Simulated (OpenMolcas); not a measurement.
**Ir⁴⁺ among point charges: CASSCF and CASPT2 levels and susceptibility**

Aim: the splitting of the states of Ir⁴⁺ in the field of 4 point charges, its lowest levels with spin-orbit coupling and its magnetic susceptibility.

The numbers are computed with OpenMolcas 26.06 (state-averaged CASSCF and CASPT2, spin-orbit coupling by RASSI with atomic mean-field integrals), except any that are marked as measured or tabulated.

**1. What is computed**

```
Species                           : Ir⁴⁺ (iridium, Z = 77, 73 electrons)
Basis                             : ANO-RCC-VDZP [7s6p4d2f], 59 functions
Scalar Hamiltonian                : DKH2, point nucleus
Inactive shells                   : 1s 2s 2p 3s 3p 3d 4s 4p 4d 4f 5s 5p
Active space                      : 5 electrons in 5 orbitals (5d)
Some configurations of this space : 5d5
Orbitals                          : optimised for each spin and parity, averaged over all roots
```

The outer shells:

5d5
```
5d [↑ ][↑ ][↑ ][↑ ][↑ ]
```

The ion sits among 4 point charges of -2 e arranged as a tetrahedron (Td), 1.92 Å from the ion.

Each step is its own input file, run in one work folder so that later steps find the files of earlier ones. Labels, J, g values, rates, χT and fits are worked out afterwards by a script from the matrices that RASSI stores.

**2. GATEWAY and SEWARD: basis and integrals**

Contents of a.inp:

```
&GATEWAY
Coord
1

Ir 0.0 0.0 0.0
Basis=ANO-RCC-VDZP
Group=NoSym
NoMove
AngMom=0.0 0.0 0.0
AMFI
XField
4 Angstrom 0
1.108513 1.108513 1.108513 -2.000000
1.108513 -1.108513 -1.108513 -2.000000
-1.108513 1.108513 -1.108513 -2.000000
-1.108513 -1.108513 1.108513 -2.000000
&SEWARD
```

Command:

```sh
> OMP_NUM_THREADS=1 MOLCAS_MEM=1689 MOLCAS_PROJECT=a pymolcas a.inp > a.log
```

**3. CASSCF: sextets, 1 root**

Contents of a.inp:

```
&RASSCF
FileOrb=start.orb
Symmetry=1
Spin=6
nActEl=5 0 0
Inactive=34
Ras2=5
CIRoot=1 1 1
SDav=1
CIMx=300
Iter=120 100
PrWF=0.3
OrbListing=Nothing
MaxOrb=0
>>> COPY $Project.JobIph JOB001
```

start.orb holds the contracted functions of the basis, ordered by shell, or the orbitals of the step before.

**4. Reference wave functions, quartets, 24 roots**

Contents of a.inp:

```
&RASSCF
FileOrb=start.orb
Symmetry=1
Spin=4
nActEl=5 0 0
Inactive=34
Ras2=5
CIRoot=24 24 1
SDav=24
CIMx=300
Iter=120 100
PrWF=0.3
OrbListing=Nothing
MaxOrb=0
>>> COPY $Project.JobIph JOB002
```

**5. Reference wave functions, doublets, 75 roots**

Contents of a.inp:

```
&RASSCF
FileOrb=start.orb
Symmetry=1
Spin=2
nActEl=5 0 0
Inactive=34
Ras2=5
CIRoot=75 75 1
SDav=75
CIMx=300
Iter=120 100
PrWF=0.3
OrbListing=Nothing
MaxOrb=0
>>> COPY $Project.JobIph JOB003
```

**6. RASSI: spin-orbit coupling between the states**

Contents of a.inp:

```
&RASSI
NrOfJobIphs=3 1 24 75
1
1 2 3 4 5 6 7 8 9 10 11 12 13 14 15 16 17 18 19 20 21 22 23 24
1 2 3 4 5 6 7 8 9 10 11 12 13 14 15 16 17 18 19 20 21 22 23 24 25 26 27
28 29 30 31 32 33 34 35 36 37 38 39 40 41 42 43 44 45 46 47 48 49 50 51
52 53 54 55 56 57 58 59 60 61 62 63 64 65 66 67 68 69 70 71 72 73 74 75
IphNames
JOB001
JOB002
JOB003
EJob
SpinOrbit
DIPRint=1.0
SOCoupling=1000.0
Subsets=2
Property=9
'ANGMOM' 1 'ANGMOM' 2 'ANGMOM' 3 'MLTPL  1' 1 'MLTPL  1' 2 'MLTPL  1' 3
'AMFI' 1 'AMFI' 2 'AMFI' 3
SOProperty=3
'ANGMOM' 1 'ANGMOM' 2 'ANGMOM' 3
```

**7. CASPT2: IPEA 0.25, imaginary shift 0.1 (closed shells correlated: 4f 5s 5p)**

Contents of a.inp:

```
>>> COPY JOB001 $Project.JobIph
&CASPT2
Multistate=1 1
Frozen=23
IPEA=0.25
Imaginary=0.1
MaxIter=60
WThr=0.0 0.3 0.05
PrWF=0.5
NoMix
>>> COPY JOB002 $Project.JobIph
&CASPT2
Multistate=24 1 2 3 4 5 6 7 8 9 10 11 12 13 14 15 16 17 18 19 20 21 22
23 24
NoMult
Frozen=23
IPEA=0.25
Imaginary=0.1
MaxIter=60
WThr=0.0 0.3 0.05
PrWF=0.5
NoMix
>>> COPY JOB003 $Project.JobIph
&CASPT2
Multistate=75 1 2 3 4 5 6 7 8 9 10 11 12 13 14 15 16 17 18 19 20 21 22
23 24 25 26 27 28 29 30 31 32 33 34 35 36 37 38 39 40 41 42 43 44 45 46
47 48 49 50 51 52 53 54 55 56 57 58 59 60 61 62 63 64 65 66 67 68 69 70
71 72 73 74 75
NoMult
Frozen=23
IPEA=0.25
Imaginary=0.1
MaxIter=60
WThr=0.0 0.3 0.05
PrWF=0.5
NoMix
```

(Steps that only read results are left out.)

**Question.** What will these runs give? Wanted: spin-free ground state; lowest level; next level.

**Answer**, as computed:

| quantity | value |
| --- | --- |
| method | SS-CASPT2, IPEA 0.25, imaginary shift 0.1 (closed shells correlated: 4f 5s 5p) |
| spin-free ground state | 6A1, 1-fold in its orbital part |
| lowest level | 4-fold Γ8 |
| next level | 37.2 cm⁻¹ |
| χT at 300 K | 4.08 cm³ K/mol |
| effective moment at 300 K | 5.71 μB |

Cost by method:

| method | time of its own steps | time with the reference |
| --- | --- | --- |
| A. CASSCF | 23 s | 23 s |
| B. SS-CASPT2, IPEA 0.25, imaginary shift 0.1, +4f 5s 5p | 19 s | 42 s |

Times are of one thread on a shared host.

What this shows: The spin-free ground state (6A1) comes to 100 % from free-ion S terms and keeps the highest spin of the shell. χT at 300 K is 4.08, against 4.39 cm³ K/mol for the spin alone, as a half-filled shell (L = 0) has no orbital moment. An active space of the d shell alone favours high spin; real ions in strong fields can be low spin. A ligand-field fit to the states below 45000 cm-1 gives 10Dq = -3618 cm-1, B = 774 cm-1 and C = 3496 cm-1 (C/B = 4.51), with a deviation of 536 cm-1. CASPT2 does not keep the components of a term degenerate, and the means are used. The field of point charges can differ much from that of real complexes. Point charges carry no covalency, so the field is a model and not that of real ligands.
